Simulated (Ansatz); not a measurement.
# C₂H₃BO: how energies converge with the basis set

How large a basis does C₂H₃BO need? Two functionals are run in growing sets.

Method: one geometry, several basis sets; program: Ansatz 0.2.0, Gaussian basis.

The runs, in order: PBE0-D4/def2-SVP; ωB97M-V/def2-SVP; PBE0-D4/def2-QZVPP; ωB97M-V/def2-QZVPP; the functionals' def2-TZVPP values are taken from earlier runs.

## 1. The geometry

An earlier PBE0-D4 in a triple-zeta def2 set relaxation fixed the geometry.

SMILES `C#CBO`, 7 atoms, charge 0, spin multiplicity 1.

Atoms are counted from 1 here; the program's logs count them from 0.

Bond lengths: C1–C2 1.207 Å, C1–H5 1.066 Å, C2–B3 1.529 Å, B3–O4 1.350 Å, B3–H6 1.194 Å, O4–H7 0.962 Å. Angles: C2–C1–H5 179.7°, C1–C2–B3 179.5°, C2–B3–O4 121.4°, C2–B3–H6 121.4°, O4–B3–H6 117.3°, B3–O4–H7 113.1°.

Geometry (Å):

```mol
C2H3BO
  3D, bonds by distance, orders not assigned

  7  6  0  0  0  0  0  0  0  0999 V2000
   -0.1554   -0.0397    1.8038 C   0  0
    0.0523    0.1408    0.6290 C   0  0
    0.3218    0.3799   -0.8569 B   0  0
   -0.1369   -0.4708   -1.8002 O   0  0
   -0.3358   -0.1940    2.8429 H   0  0
    0.9462    1.3261   -1.2309 H   0  0
   -0.6309   -1.2103   -1.4332 H   0  0
  1  2  8  0
  2  3  8  0
  3  4  8  0
  1  5  8  0
  3  6  8  0
  4  7  8  0
M  END
```

## 2. PBE0-D4 in def2-SVP

Input file in.yaml:

```yaml
crystal:
  periodic: [false, false, false]
  atoms:
    - {symbol: C, position_ang: [-0.155413, -0.039671, 1.803778]}
    - {symbol: C, position_ang: [0.052257, 0.140798, 0.629016]}
    - {symbol: B, position_ang: [0.321757, 0.379891, -0.856943]}
    - {symbol: O, position_ang: [-0.136885, -0.470770, -1.800207]}
    - {symbol: H, position_ang: [-0.335806, -0.194039, 2.842925]}
    - {symbol: H, position_ang: [0.946160, 1.326085, -1.230925]}
    - {symbol: H, position_ang: [-0.630870, -1.210294, -1.433245]}
basis:
  gaussian: {orbitals: def2-SVP}
hamiltonian: {xc: pbe0, dispersion: d4}
output: {orbitals: {seedname: orbitals}}
```

Command:

```console
ansatz run in.yaml --threads 2 --pin off --events-out ev --progress --plain --max-ram 4352MiB
```

Further steps of the session: ωB97M-V in def2-SVP; PBE0-D4 in def2-QZVPP; ωB97M-V in def2-QZVPP.

Before running them: what should the planned runs give, taken together? Wanted: PBE0-D4: double and triple zeta above quadruple; ωB97M-V: double and triple zeta above quadruple.

As calculated:

```
                                       quantity          value
PBE0-D4: double and triple zeta above quadruple  5.85, 0.28 eV
ωB97M-V: double and triple zeta above quadruple  6.04, 0.25 eV
```

For PBE0-D4 the step from double to triple zeta gains 5.57 eV and the next only 0.28 eV. Total energies overstate the basis error of differences, where much of it tends to cancel.
